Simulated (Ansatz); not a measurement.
# CH₅ClGeOSi: one species, many methods

The task here is to estimate one member of a computed series from the others.

Method: functionals in def2-TZVPP, the program's frozen cores in correlated methods; program: Ansatz 0.2.0, Gaussian basis.

Plan: PBE-D4, r2SCAN-D4, PBE0-D4, B3LYP-D4, ωB97X-V, ωB97M-V, B2PLYP; CCSD(T)/def2-TZVPP; MP2/def2-QZVPP; extrapolation to the limit.

**The relaxed structure**

An earlier PBE0-D4 in a triple-zeta def2 set relaxation fixed the geometry.

SMILES `[SiH3][C@H]1[O][Ge@@H]1[Cl]`, 10 atoms, charge 0, spin multiplicity 1.

Atoms are counted from 1 here; the program's logs count them from 0.

Bond lengths: Si1–C2 1.872 Å, Si1–H6 1.486 Å, Si1–H7 1.487 Å, Si1–H8 1.487 Å, C2–O3 1.465 Å, C2–Ge4 1.895 Å, C2–H9 1.093 Å, O3–Ge4 1.805 Å, Ge4–Cl5 2.129 Å, Ge4–H10 1.520 Å. Angles: C2–Si1–H6 110.7°, C2–Si1–H7 108.9°, C2–Si1–H8 108.8°, H6–Si1–H7 109.7°, H6–Si1–H8 109.1°, H7–Si1–H8 109.7°, Si1–C2–O3 115.7°, Si1–C2–Ge4 122.2°, Si1–C2–H9 117.2°, O3–C2–Ge4 63.5°, O3–C2–H9 113.0°, Ge4–C2–H9 113.8°, C2–O3–Ge4 70.0°, C2–Ge4–O3 46.6°, C2–Ge4–Cl5 119.6°, C2–Ge4–H10 129.0°, O3–Ge4–Cl5 113.0°, O3–Ge4–H10 115.4° and more.

The first run:

Contents of in.yaml:

```yaml
crystal:
  periodic: [false, false, false]
  atoms:
    - {symbol: Si, position_ang: [-0.787814, -0.203469, 1.435723]}
    - {symbol: C, position_ang: [0.176779, 0.630957, 0.065322]}
    - {symbol: O, position_ang: [1.558907, 0.177807, -0.105579]}
    - {symbol: Ge, position_ang: [0.583413, -0.248510, -1.563231]}
    - {symbol: Cl, position_ang: [1.106204, 0.899879, -3.278251]}
    - {symbol: H, position_ang: [-0.203508, 0.123716, 2.762730]}
    - {symbol: H, position_ang: [-2.199421, 0.260443, 1.382854]}
    - {symbol: H, position_ang: [-0.736623, -1.675089, 1.230875]}
    - {symbol: H, position_ang: [0.067534, 1.713949, -0.034440]}
    - {symbol: H, position_ang: [0.517430, -1.730885, -1.893103]}
basis:
  gaussian: {orbitals: def2-TZVPP}
hamiltonian: {xc: pbe, dispersion: d4}
output: {forces: true, orbitals: {seedname: orbitals}}
```

Run with:

```bash
> ansatz run in.yaml --threads 4 --pin off --events-out ev --progress --plain --max-ram 10444MiB
```

Steps of the session up to this table: PBE-D4 (GGA); r2SCAN-D4 (meta-GGA); PBE0-D4 (hybrid); B3LYP-D4 (hybrid); ωB97X-V (range-separated); ωB97M-V (range-separated); B2PLYP (double hybrid); CCSD(T) in def2-TZVPP; MP2 in def2-QZVPP.

One of the session's tables, all rows but one given; the rest of the session is left out.

It belongs to the step «Atomisation energies». 

```
            method  atomisation energy (kJ/mol)
            PBE-D4                       3242.6
         r2SCAN-D4                       3213.6
           PBE0-D4                       3176.9
          B3LYP-D4                       3164.5
           ωB97X-V                       3215.9
           ωB97M-V                       3189.8
            B2PLYP                       3140.9
     HF/def2-TZVPP                       2214.1
    MP2/def2-TZVPP                       3174.2
   CCSD/def2-TZVPP                       3052.8
CCSD(T)/def2-TZVPP                       3116.5
           MP2/CBS                       3265.5
       CCSD(T)/CBS                            ?
```

**Question.** Estimate the row for CCSD(T)/CBS.

The run gave: atomisation energy (kJ/mol): 3207.8. In the column «atomisation energy (kJ/mol)» it lies between ωB97M-V (3189.8) and r2SCAN-D4 (3213.6).
